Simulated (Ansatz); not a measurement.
# VWC2 under changes of volume

One of the cells (9.834 Å³/atom); the others are scaled copies at fixed shape and fractional positions:

```
CELL_PARAMETERS angstrom
1.51704 0.87586 4.93389
-1.51704 0.87586 4.93389
0.00000 -1.75173 4.93389
ATOMIC_POSITIONS crystal
W 0.00000 0.00000 0.00000
V 0.50000 0.50000 0.50000
C 0.24649 0.24649 0.24649
C 0.75351 0.75351 0.75351
```

The cell comes from a database or a generator and needn't be the stable form of this composition.

| Property | Result |
| --- | --- |
| Program | Ansatz 0.2.0 |
| Functional | LDA |
| Potentials or basis | all-electron LAPW, scalar-relativistic |
| Cutoff | 316 eV (chosen from the basis error) |
| Basis error allowed | 0.002 eV/atom |
| k mesh | 10 × 10 × 10 |
| Occupations | fermi-dirac, width 0.05 eV |
| Spin | collinear spin, ferromagnetic start |
| Starting moments | [0.0, 2.0, 0.0, 0.0] μB |

```csv
volume (Å³/atom),energy over the lowest point (meV/atom),pressure (GPa),largest force (eV/Å)
9.244,0.76,4.8,0.150
9.440,0.00,-3.2,0.043
9.637,8.55,-10.4,0.056
9.834,25.43,-16.8,0.147
10.030,?,?,?
10.227,80.82,-27.8,0.308
10.424,117.85,-32.4,0.380
```

Task: What does the run at 10.030 Å³/atom give?

Result: Energy over the lowest point 49.79 meV/atom; pressure -22.6 GPa; largest force 0.231 eV/Å.

Worked out: A Birch-Murnaghan fit of order 3 (a polynomial in V^(-2/3)) to the other rows has its minimum at 9.36 Å³/atom with B0 = V·E''(V) = 379 GPa and B' = 4.3 at fixed shape and positions, which overstates the stiffness. It gives 49.72 meV/atom at 10.030 Å³/atom, against the run's 49.79, and -dE/dV = -22.6 GPa, against -22.6.

Energies are extrapolated to zero smearing.

Caveats: the starting moments weren't kept.
